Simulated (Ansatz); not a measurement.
This script drives Ansatz's Python interface.

`bgeh4o2.py`:
```python
'''Energy of BGeH4O2(-) against one bond angle.'''

import ansatz as az
from ase import Atoms


def main() -> None:
    atoms = Atoms(['O', 'B', 'O', 'Ge', 'H', 'H', 'H', 'H'], positions=[
        (-1.3374, -1.1381, -0.5165),
        (-0.5208, -0.0256, -0.0396),
        (-1.0487, 1.3353, -0.0723),
        (1.3404, -0.3688, 0.6626),
        (-1.8319, -1.4465, 0.2843),
        (-0.7822, 1.6854, -0.9597),
        (2.1988, -1.0161, -0.4538),
        (1.9817, 0.9744, 1.095),
    ])

    # relax first, so that the scan starts from a minimum
    first = (
        az.Crystal.molecule_from_ase(atoms).calculation()
        .basis(gaussian='def2-SVP')
        .charge(-1)
        .functional('pbe0')
        .relax(force_tolerance=0.02, max_steps=80)
    )
    atoms.positions = first.run(threads=1).report['positions_ang']

    rows = []
    for angle in [90, 100, 110, 120, 135, 150, 165, 179]:
        bent = atoms.copy()
        bent.set_angle(1, 0, 4, angle, indices=[4])
        calculation = (
            az.Crystal.molecule_from_ase(bent).calculation()
            .basis(gaussian='def2-SVP')
            .correlation('MP2')
            .charge(-1)
        )
        rows.append((angle, calculation.run(threads=1).report['free_energy_ev']))
    floor = min(e for _, e in rows)
    for angle, e in rows:
        print(f'angle B1-O0-H4 = {angle:3d} deg   {1000 * (e - floor):9.1f} meV')


if __name__ == '__main__':
    main()
```

It is started by `python bgeh4o2.py`. Estimate its wall time and peak memory on 1 thread of AMD EPYC 7R43 64-Core Processor (Zen 3), on a shared host.

It took about 2.2 min, with a peak of 0.27 GiB, for 9 runs of the engine.

```console
$ python bgeh4o2.py
angle B1-O0-H4 =  90 deg       154.4 meV
angle B1-O0-H4 = 100 deg        13.9 meV
angle B1-O0-H4 = 110 deg         0.0 meV
angle B1-O0-H4 = 120 deg        88.1 meV
angle B1-O0-H4 = 135 deg       348.2 meV
angle B1-O0-H4 = 150 deg       665.0 meV
angle B1-O0-H4 = 165 deg       925.5 meV
angle B1-O0-H4 = 179 deg      1033.9 meV
```

What to keep in mind:
- The scan is rigid, and the energies are electronic, in a modest basis. The zero is the lowest point of the grid, which needn't be the minimum.
- Anions want diffuse functions, which this basis lacks.
- The start is relaxed with a density functional and scanned with the wavefunction method, so it isn't exactly that method's minimum.

(Lines on the test bed's own set-up are left out of the output.)
